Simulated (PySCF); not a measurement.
**Mn²⁺: dipole response in aug-cc-pwCVTZ-DK plus 1 even-tempered diffuse shell per l**

How polarisable is Mn²⁺ at the levels listed below?

Program: PySCF 2.14.0. Level of theory: unrestricted determinants in a Gaussian basis, no spin-orbit coupling in the energies. These are calculated values, not measurements, unless marked.

### Step 1. The atom as given

* Element: manganese (Z = 25)
* Basis: aug-cc-pwCVTZ-DK with one added diffuse shell each of s, p, d, f, g type (11s10p8d5f4g, 152 functions)
* Hamiltonian: scalar relativity by spin-free X2C-1e
* State 1: Mn²⁺: [Ar] 3d5, high-spin 6S determinant
* Methods: PBE

Outer shells as boxes (Hund's rule):

Mn2+ [Ar] 3d5
```
[Ar] core
3d [↑ ][↑ ][↑ ][↑ ][↑ ]
```

One driver process ran all states and methods and kept the integrals in memory. Each run is shown as a PySCF script that sums up its settings (the driver passes frozen orbitals as a list and adds second-order terms of double hybrids); the logs are those of the runs themselves. The driver starts from symmetry-adapted Hartree-Fock orbitals, holds the occupation by maximum overlap and uses a logarithmic radial grid for functionals, so a plain start would take other cycles.

The integrals over 152 functions and the set-up took 17 s of CPU time.

### Step 2. Mn²⁺: PBE

Level: PBE.

Input file input.py:

```python
from pyscf import gto, scf, dft, mp, cc
import basis_set_exchange as bse
mol = gto.M(atom="Mn 0 0 0", charge=2, spin=5, symmetry="D2h",
            basis=gto.basis.parse(bse.get_basis("aug-cc-pwCVTZ-DK", elements=["Mn"], fmt="nwchem", augment_diffuse=1)),
            nucmod="G")
mf = dft.UKS(mol, xc="PBE").sfx2c1e()
mf.irrep_nelec = {'Ag': (5, 3), 'B1g': (1, 0), 'B2g': (1, 0), 'B3g': (1, 0), 'B1u': (2, 2), 'B2u': (2, 2), 'B3u': (2, 2)}
mf.kernel()
```

The log of the run:

```text
damping factor = 0
level_shift factor = 0
DIIS = <class 'pyscf.scf.diis.CDIIS'>
diis_start_cycle = 1
diis_space = 10
diis_damp = 0
SCF conv_tol = 1e-09
SCF conv_tol_grad = None
number electrons alpha = 14  beta = 9
XC functionals = PBE
    J. P. Perdew, K. Burke, and M. Ernzerhof.,  Phys. Rev. Lett. 77, 3865 (1996)
    J. P. Perdew, K. Burke, and M. Ernzerhof.,  Phys. Rev. Lett. 78, 1396 (1997)
    J. P. Perdew, K. Burke, and M. Ernzerhof.,  Phys. Rev. Lett. 77, 3865 (1996)
    J. P. Perdew, K. Burke, and M. Ernzerhof.,  Phys. Rev. Lett. 78, 1396 (1997)
cycle= 1 E= -1157.44851163018  delta_E= -0.0152  |g|= 0.0593  |ddm|= 0.677
cycle= 2 E= -1157.4480144869  delta_E= 0.000497  |g|= 0.0904  |ddm|= 0.214
cycle= 3 E= -1157.44937124619  delta_E= -0.00136  |g|= 0.00737  |ddm|= 0.133
cycle= 4 E= -1157.44938328504  delta_E= -1.2e-05  |g|= 0.000165  |ddm|= 0.0112
cycle= 5 E= -1157.44938328647  delta_E= -1.43e-09  |g|= 1.4e-05  |ddm|= 0.000353
cycle= 6 E= -1157.44938328651  delta_E= -3.43e-11  |g|= 4.7e-07  |ddm|= 5.29e-05
converged SCF energy = -1157.44938328651  <S^2> = 8.750271  2S+1 = 6.0000903
```

CPU time 31 s on a shared host, the integrals not counted.

The occupied shells:

```csv
shell,electrons,mean orbital energy (eV),spread (eV),rms radius (bohr)
1s β,1,-6441.5,0,0.0703
1s α,1,-6441.5,0,0.0703
2s α,1,-761.03,0,0.304
2s β,1,-758.90,0,0.304
2p α,3,-647.17,0,0.274
2p β,3,-645.56,0,0.274
3s α,1,-105.31,0,0.917
3s β,1,-99.967,0,0.917
3p α,3,-74.047,0,0.984
3p β,3,-68.793,0,0.984
3d α,5,-25.877,0,1.28
```

⟨S²⟩ = 8.750, ⟨L²⟩ = 0.00.

The driver then solved the coupled dipole response at imaginary frequencies: mean α = 4.221 bohr³, C₆ = 12.52 au for a like pair.

Radial density 4πr²ρ of Mn²⁺ at PBE:

```csv
r (bohr),density,spin density
0.00108,0.215,0.000
0.00182,0.545,0.000
0.00306,1.35,0.000
0.00515,3.23,0.000
0.00867,7.25,0.000
0.0146,14.6,-0.001
0.0245,24.4,-0.002
0.0413,30.1,-0.003
0.0694,25.4,-0.005
0.117,24.8,0.018
0.196,33.2,0.272
0.330,18.8,1.442
0.555,12.8,3.623
0.934,12.7,3.937
1.57,3.15,1.713
2.64,0.274,0.248
4.45,0.00526,0.005
7.48,1.20e-05,0.000
```

### Step 3. The response side by side

Mn²⁺, in atomic units:

```csv
method,mean α,C₆ (like pair),S(−4)
PBE,4.221,12.52,11.09
```

α(iu) at PBE:

```csv
u (hartree),α(iu) (bohr³)
0,4.221
0.0500,4.193
0.100,4.115
0.200,3.848
0.300,3.517
0.500,2.902
0.750,2.335
1.00,1.933
1.50,1.397
2.00,1.058
3.00,0.6639
5.00,0.3291
```

### Step 4. Outcome

| quantity | value |
| --- | --- |
| α of Mn²⁺ | 4.221 (PBE) bohr³ |

In words: A single London oscillator with the computed α and C₆ of Mn²⁺ at PBE would have ω = 4 C₆ / (3 α²) = 0.937 hartree. The basis is finite, and no extrapolation was made.
